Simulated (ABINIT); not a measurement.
# ScNb (P-6m2) in ABINIT: reference runs

Aim: a first look at ScNb with PBE, on the cell as given and on a disturbed one.

All numbers are computed with ABINIT 10.8.3 (patched build); they aren't measurements. Logs are shortened: lines on timing, memory, paths and dates and some standing lists are left out, and cuts for length are marked. The log counts tension as positive stress, the text compression.

## Step 1: The structure

The structure is hexagonal, space group P-6m2 (No. 187). Conventional cell: a = 3.066 Å, b = 3.066 Å, c = 5.072 Å, α = 90.00°, β = 90.00°, γ = 120.00°. Around Nb (site symmetry -6m2) lie 6 Nb at 3.07 Å and 6 Sc at 3.09 Å. Sc (site symmetry -6m2) is surrounded by 6 Sc at 3.07 Å and 6 Nb at 3.09 Å.

The cell comes from a database or a generator and needn't be the stable form of this composition.

## Step 2: Single point, PBE

Contents of run.abi:

```
# Pseudopotentials
pp_dirpath "./"
pseudos "Nb.GGA_PBE-JTH.xml, Sc.GGA_PBE-JTH.xml"

# Structure
acell 3*1.0
rprim
     5.7932282382     0.0000000000     0.0000000000
    -2.8966141191     5.0170828240     0.0000000000
     0.0000000000     0.0000000000     9.5850575110
ntypat 2
znucl 41 21
natom 2
typat 1 2
xred
     0.3333333333     0.6666666667     0.5000000000
     0.0000000000     0.0000000000     0.0000000000

# Plane-wave basis
ecut 16.0
pawecutdg 32.0
pawxcdev 0

# k points
kptopt 1
ngkpt 10 10 5
nshiftk 1
shiftk 0.0 0.0 0.0

# Exchange and correlation
ixc 11

# Bands and occupations
nband 16
occopt 3
tsmear 0.00183747

# SCF cycle
nstep 100
tolvrs 1.0e-9

# Output
iomode 3
prtwf 0
prtden 0
prteig 0
prtebands 0
enunit 1
```

Potentials or basis: JTH PAW PBE v2.0.

Command:

```console
$ abinit run.abi > log 2>&1
```

run.abo:

```text
.Version 10.8.3 of ABINIT
 Symmetries : space group P-6 m 2 (#187); Bravais hP (primitive hexag.)
================================================================================
 Values of the parameters that define the memory need of the present run
     intxc =       0    ionmov =       0      iscf =      17    lmnmax =      18
     lnmax =       6     mgfft =      36  mpssoang =       3    mqgrid =    3001
     natom =       2  nloc_mem =       2    nspden =       1   nspinor =       1
    nsppol =       1      nsym =      12    n1xccc =       1    ntypat =       2
    occopt =       3   xclevel =       2
       mpw =         865          nfft =       20736          nkpt =          42
 PAW method is used; the additional fine FFT grid is defined by:
   mgfftf=        50    nfftf =     45000
================================================================================
================================================================================

--------------------------------------------------------------------------------
------------- Echo of variables that govern the present computation ------------
--------------------------------------------------------------------------------
 -outvars: echo values of preprocessed input variables --------
            acell      1.0000000000E+00  1.0000000000E+00  1.0000000000E+00 Bohr
              amu      9.29063800E+01  4.49559100E+01
             ecut      1.60000000E+01 Hartree
           enunit           1
              ixc          11
         kptrlatt       10    0    0      0   10    0      0    0    5
          kptrlen      4.79252876E+01
            natom           2
            nband          16
            ngfft          24      24      36
          ngfftdg          30      30      50
             nkpt          42
            nstep         100
             nsym          12
           ntypat           2
           occopt           3
        pawecutdg      3.20000000E+01 Hartree
         pawxcdev           0
           prtden           0
        prtebands           0
           prteig           0
            prtwf           0
            rprim      5.7932282382E+00  0.0000000000E+00  0.0000000000E+00
                      -2.8966141191E+00  5.0170828240E+00  0.0000000000E+00
                       0.0000000000E+00  0.0000000000E+00  9.5850575110E+00
          spgroup         187
           tolvrs      1.00000000E-09
           tsmear      1.83747000E-03 Hartree
            typat      1  2
           useylm           1
           xangst     -1.5328225507E-10  1.7699505960E+00  2.5360969983E+00
                      -1.5328223064E-10  8.8497537118E-11  0.0000000000E+00
            xcart     -2.8966148205E-10  3.3447218828E+00  4.7925287555E+00
                      -2.8966143588E-10  1.6723610797E-10  0.0000000000E+00
             xred      3.3333333330E-01  6.6666666670E-01  5.0000000000E-01
                      -3.3333336091E-11  3.3333336091E-11  0.0000000000E+00
            znucl       41.00000   21.00000

[... 129 lines left out ...]
       0.333333333300      0.666666666700      0.500000000000
      -0.000000000033      0.000000000033      0.000000000000
 rms dE/dt=  5.3853E-28; max dE/dt=  1.0771E-27; dE/dt below (all hartree)
    1       0.000000000000     -0.000000000000      0.000000000000
    2       0.000000000000      0.000000000000      0.000000000000

 cartesian coordinates (angstrom) at end:
    1     -0.00000000015328     1.76995059600352     2.53609699828740
    2     -0.00000000015328     0.00000000008850     0.00000000000000

 cartesian forces (hartree/bohr) at end:
    1      0.00000000000000     0.00000000000000    -0.00000000000000
    2     -0.00000000000000    -0.00000000000000    -0.00000000000000
 frms,max,avg= 5.3669539E-29 8.0504309E-29   0.000E+00  0.000E+00  0.000E+00 h/b

 cartesian forces (eV/Angstrom) at end:
    1      0.00000000000000     0.00000000000000    -0.00000000000000
    2     -0.00000000000000    -0.00000000000000    -0.00000000000000
 frms,max,avg= 2.7597987E-27 4.1396980E-27   0.000E+00  0.000E+00  0.000E+00 e/A
 length scales=  1.000000000000  1.000000000000  1.000000000000 bohr
              =  0.529177210544  0.529177210544  0.529177210544 angstroms
 Fermi (or HOMO) energy (eV) =  10.11641   Average Vxc (eV)= -10.98650
 Eigenvalues (   eV  ) for nkpt=  42  k points:
 kpt#   1, nband= 16, wtk=  0.00200, kpt=  0.0000  0.0000  0.0000 (reduced coord)
 -44.57924  -38.91480  -20.73590  -20.21595  -20.21595  -17.51593  -17.27421  -17.27421
   4.47968    7.29566   10.72653   10.72653   10.93471   11.16767   12.30717   12.35601
 prteigrs : prtvol=0 or 1, do not print more k-points.

--- !EnergyTerms
iteration_state     : {dtset: 1, }
comment             : Components of total free energy in Hartree
kinetic             :  1.97024150842995E+01
hartree             :  2.01415763991929E+01
xc                  : -9.79961266654199E+00
Ewald energy        : -8.04357338715212E+01
psp_core            :  2.70031455148001E+00
local_psp           : -7.94820400370593E+01
PAW spherical_terms :  2.26333183833890E+01
internal            : -1.04539762156761E+02
'-kT*entropy'       : -6.49778983241603E-04
total_energy        : -1.04540411935744E+02
total_energy_eV     : -2.84468952749750E+03
...

--- !EnergyTermsDC
iteration_state     : {dtset: 1, }
comment             : '"Double-counting" decomposition of free energy'
band_energy         : -1.20259105527905E+01
Ewald energy        : -8.04357338715212E+01
psp_core            :  2.70031455148001E+00
xc_dc               : -1.82023327039573E+01
PAW spherical_terms :  3.42389929047239E+00
internal            : -1.04539763286317E+02
'-kT*entropy'       : -6.49778983241603E-04
total_energy_dc     : -1.04540413065300E+02
total_energy_dc_eV  : -2.84468955823427E+03
...

--- !EnergyTermsWithPAWCore
iteration_state     : {dtset: 1, }
comment             : 'Components of total free energy, including PAW core contributions'
Total energy        : -4.58419398403873E+03
Total energy DC     : -4.58419398516829E+03
Total energy (eV)   : -1.24742273126180E+05
Total energy DC (eV): -1.24742273156917E+05
...

 Cartesian components of stress tensor (hartree/bohr^3)
  sigma(1 1)=  1.05908886E-05  sigma(3 2)=  0.00000000E+00
  sigma(2 2)=  1.05908894E-05  sigma(3 1)=  0.00000000E+00
  sigma(3 3)=  3.10871370E-05  sigma(2 1)=  0.00000000E+00

-Cartesian components of stress tensor (GPa)         [Pressure= -5.1260E-01 GPa]
- sigma(1 1)=  3.11594699E-01  sigma(3 2)=  0.00000000E+00
- sigma(2 2)=  3.11594722E-01  sigma(3 1)=  0.00000000E+00
- sigma(3 3)=  9.14615146E-01  sigma(2 1)=  0.00000000E+00

== END DATASET(S) ==============================================================
================================================================================

 -outvars: echo values of variables after computation  --------
            acell      1.0000000000E+00  1.0000000000E+00  1.0000000000E+00 Bohr
           etotal     -1.0454041307E+02
            fcart      4.6479184186E-29  8.0504308508E-29 -0.0000000000E+00
                      -4.6479184186E-29 -8.0504308508E-29 -0.0000000000E+00
            rprim      5.7932282382E+00  0.0000000000E+00  0.0000000000E+00
                      -2.8966141191E+00  5.0170828240E+00  0.0000000000E+00
                       0.0000000000E+00  0.0000000000E+00  9.5850575110E+00
           strten      1.0590888568E-05  1.0590889351E-05  3.1087136966E-05
                       0.0000000000E+00  0.0000000000E+00  0.0000000000E+00
           xangst     -1.5328225507E-10  1.7699505960E+00  2.5360969983E+00
                      -1.5328223064E-10  8.8497537118E-11  0.0000000000E+00
             xred      3.3333333330E-01  6.6666666670E-01  5.0000000000E-01
                      -3.3333336091E-11  3.3333336091E-11  0.0000000000E+00
 Calculation completed.
```

It took 25 s on 1 thread of Arm Neoverse V2, shared host; peak memory 0.11 GiB.

Results:

- Free energy: -2844.6896 eV
- Pressure: -0.5 GPa
- Band gap on the k mesh: none (metal or under the smearing width)
- Valence electrons inside the program's atomic spheres: Nb 10.06; Sc 9.23

## Step 3: Single point, PBE

Contents of run.py:

```python
import json, os
import numpy as np
from ase.units import GPa
from ase.calculators.abinit import Abinit, AbinitProfile
from ase import Atoms

atoms = Atoms(['Nb', 'Sc'],
              cell=[[3.0656443612, 0.0, 0.0], [-1.5328221806, 2.6549258957, 0.0], [0.0, 0.0, 5.072194]],
              scaled_positions=[[0.3333333333, 0.6666666667, 0.5], [0.0, 0.0, 0.0]],
              pbc=True)

profile = AbinitProfile(command='abinit', pp_paths=[os.path.abspath('pseudos')])
params = dict(
    pps='pawxml', xc='PBE',
    ecut=435.3822,
    pawecutdg=870.7644,
    pawxcdev=0,
    kptopt=1,
    ngkpt=[10, 10, 5],
    nshiftk=1,
    shiftk=[0.0, 0.0, 0.0],
    ixc=11,
    nband=16,
    occopt=3,
    tsmear=0.05,
    nstep=100,
    tolvrs=1e-09,
    prtwf=0,
    prtden=0,
)

atoms.calc = Abinit(profile=profile, directory='run', **params)
energy = atoms.get_potential_energy()
forces = atoms.get_forces()
stress = atoms.get_stress()
print(f'energy {energy:.6f} eV')
print('forces (eV/A)')
print(np.round(forces, 5))
print('stress (GPa, Voigt, tension positive)', np.round(stress / GPa, 4))
json.dump(dict(energy=energy, forces=forces.tolist(), stress=stress.tolist(), cell=atoms.cell.tolist(), frac=atoms.get_scaled_positions(wrap=False).tolist()), open('results.json', 'w'))
```

Potentials or basis: JTH PAW PBE v2.0.

Command:

```console
$ python run.py
```

Output:

```text
energy -2844.689527 eV
forces (eV/A)
[[-0. -0. -0.]
 [ 0.  0. -0.]]
stress (GPa, Voigt, tension positive) [0.3116 0.3116 0.9146 0.     0.     0.    ]
```

abinit.in:

```text
ecut 435.3822 eV
ixc 11
kptopt 1
natom 2
nband 16
ngkpt
10 10 5
nshiftk 1
nsppol 1
nstep 100
occopt 3
pawecutdg 870.7644 eV
pawxcdev 0
prtden 0
prtwf 0
shiftk
0.0 0.0 0.0
tolvrs 1e-09
tsmear 0.05 eV
#Definition of the unit cell
acell
1.00000000000000 1.00000000000000 1.00000000000000 Angstrom
rprim
3.06564436120000 0.00000000000000 0.00000000000000
-1.53282218060000 2.65492589570000 0.00000000000000
0.00000000000000 0.00000000000000 5.07219400000000
chkprim 0 # Allow non-primitive cells
#Definition of the atom types
ntypat 2
znucl 21 41
#Enumerate different atomic species
typat
 2 1
pseudos "./pseudos/Sc.GGA_PBE-JTH.xml,
./pseudos/Nb.GGA_PBE-JTH.xml"
#Definition of the atoms
xcart
-0.00000000028966 3.34472188501077 4.79252875855666
0.00000000000000 0.00000000000000 0.00000000000000
chkexit 1 # abinit.exit file in the running directory terminates after the current SCF
```

abinit.abo:

```text
.Version 10.8.3 of ABINIT
 Symmetries : space group P-6 m 2 (#187); Bravais hP (primitive hexag.)
================================================================================
 Values of the parameters that define the memory need of the present run
     intxc =       0    ionmov =       0      iscf =      17    lmnmax =      18
     lnmax =       6     mgfft =      36  mpssoang =       3    mqgrid =    3001
     natom =       2  nloc_mem =       2    nspden =       1   nspinor =       1
    nsppol =       1      nsym =      12    n1xccc =       1    ntypat =       2
    occopt =       3   xclevel =       2
       mpw =         865          nfft =       20736          nkpt =          42
 PAW method is used; the additional fine FFT grid is defined by:
   mgfftf=        50    nfftf =     45000
[... 255 lines left out ...]

 -outvars: echo values of variables after computation  --------
            acell      1.8897261259E+00  1.8897261259E+00  1.8897261259E+00 Bohr
           etotal     -1.0454041306E+02
            fcart     -4.6479184155E-29 -2.6834769484E-29 -0.0000000000E+00
                       4.6479184155E-29  2.6834769484E-29 -0.0000000000E+00
            rprim      3.0656443612E+00  0.0000000000E+00  0.0000000000E+00
                      -1.5328221806E+00  2.6549258957E+00  0.0000000000E+00
                       0.0000000000E+00  0.0000000000E+00  5.0721940000E+00
           strten      1.0590896175E-05  1.0590896670E-05  3.1087135594E-05
                       0.0000000000E+00  0.0000000000E+00  0.0000000000E+00
           xangst     -1.5328120449E-10  1.7699505972E+00  2.5360969999E+00
                      -1.5328155003E-10  2.2136174534E-11 -9.5086751569E-11
             xred      3.3333333329E-01  6.6666666668E-01  4.9999999998E-01
                      -4.5830894635E-11  8.3377749149E-12 -1.8746670882E-11
 Calculation completed.
```

Wall time 25 s (1 thread of Arm Neoverse V2, shared host); peak memory 0.11 GiB.

Results:

| Property | Result |
| --- | --- |
| Free energy | -2844.6896 eV |
| Pressure | -0.5 GPa |
| Band gap on the k mesh | none (metal or under the smearing width) |
| Valence electrons inside the program's atomic spheres | Nb 10.06; Sc 9.23 |

Stress tensor (GPa, compression positive):
```
-0.31  0.00  0.00
 0.00 -0.31  0.00
 0.00  0.00 -0.91
```

Levels at points of the mesh, in eV from the Fermi level:
```
           k point  band 9  band 10  band 11  band 12  band 13  band 14  band 15  band 16
(0.00, 0.00, 0.00)   -5.64    -2.82     0.61     0.61     0.82     1.05     2.19     2.24
(0.50, 0.00, 0.00)   -2.73    -2.02    -1.75    -0.14     0.88     0.93     1.58     4.45
```

## Step 4: Single point, PBE (atoms moved at random, drawn with an rms of 0.05 Å)

Contents of run.abi:

```
# Pseudopotentials
pp_dirpath "./"
pseudos "Nb.GGA_PBE-JTH.xml, Sc.GGA_PBE-JTH.xml"

# Structure
acell 3*1.0 Angstrom
rprim
     3.0656443612     0.0000000000     0.0000000000
    -1.5328221806     2.6549258957     0.0000000000
     0.0000000000     0.0000000000     5.0721940000
ntypat 2
znucl 41 21
natom 2
typat 1 2
xred
     0.3385910000     0.6592000000     0.5003380000
    -0.0061240000     0.0072370000     0.0001750000
chkprim 0
chksymtnons 0
tolsym 1.0e-6

# Plane-wave basis
ecut 16.0
pawecutdg 32.0
pawxcdev 0

# k points
kptopt 1
ngkpt 10 10 5
nshiftk 1
shiftk 0.0 0.0 0.0

# Exchange and correlation
ixc 11

# Bands and occupations
nband 16
occopt 3
tsmear 0.05 eV

# SCF cycle
nstep 100
tolvrs 1.0e-9

# Output
iomode 3
prtwf 0
prtden 0
prteig 0
prtebands 0
enunit 2
```

Potentials or basis: JTH PAW PBE v2.0.

Command:

```console
$ abinit run.abi > log 2>&1
```

run.abo:

```text
.Version 10.8.3 of ABINIT
 Symmetries : space group P1 (#  1); Bravais aP (primitive triclinic)
================================================================================
 Values of the parameters that define the memory need of the present run
     intxc =       0    ionmov =       0      iscf =      17    lmnmax =      18
     lnmax =       6     mgfft =      36  mpssoang =       3    mqgrid =    3001
     natom =       2  nloc_mem =       2    nspden =       1   nspinor =       1
    nsppol =       1      nsym =       1    n1xccc =       1    ntypat =       2
    occopt =       3   xclevel =       2
       mpw =         865          nfft =       20736          nkpt =         252
 PAW method is used; the additional fine FFT grid is defined by:
   mgfftf=        50    nfftf =     45000
================================================================================
================================================================================

--------------------------------------------------------------------------------
[... 261 lines left out ...]
- sigma(2 2)=  1.22247099E-01  sigma(3 1)= -1.03690821E-03
- sigma(3 3)=  9.15645463E-01  sigma(2 1)= -3.33216404E-01

== END DATASET(S) ==============================================================
================================================================================

 -outvars: echo values of variables after computation  --------
            acell      1.8897261259E+00  1.8897261259E+00  1.8897261259E+00 Bohr
           etotal     -1.0454035769E+02
            fcart     -6.7696886596E-04  4.7921303690E-04 -5.3330852587E-05
                       6.7696886596E-04 -4.7921303690E-04  5.3330852587E-05
            rprim      3.0656443612E+00  0.0000000000E+00  0.0000000000E+00
                      -1.5328221806E+00  2.6549258957E+00  0.0000000000E+00
                       0.0000000000E+00  0.0000000000E+00  5.0721940000E+00
           strten      1.9920420439E-05  4.1550944480E-06  3.1122156726E-05
                       2.5290002696E-08 -3.5243793844E-08 -1.1325795356E-05
           xangst      2.7563208452E-02  1.7501271504E+00  2.5378114016E+00
                      -2.9867040189E-02  1.9213698707E-02  8.8763395000E-04
             xred      3.3859100000E-01  6.5920000000E-01  5.0033800000E-01
                      -6.1240000000E-03  7.2370000000E-03  1.7500000000E-04
 Calculation completed.
```

Wall time 2.1 min (1 thread of Arm Neoverse V2, shared host); peak memory 0.2 GiB.

Results:

- Free energy: -2844.6881 eV
- Pressure: -0.5 GPa
- Largest force: 0.043 eV/Å
- Band gap on the k mesh: none (metal or under the smearing width)
- Valence electrons inside the program's atomic spheres: Nb 10.07; Sc 9.24

Forces on the atoms (eV/Å):
```
Nb  -0.035  0.025 -0.003
Sc   0.035 -0.025  0.003
```

Stress tensor (GPa, compression positive):
```
-0.59  0.33  0.00
 0.33 -0.12  0.00
 0.00  0.00 -0.92
```

(Part 1 of 2 ends here.)
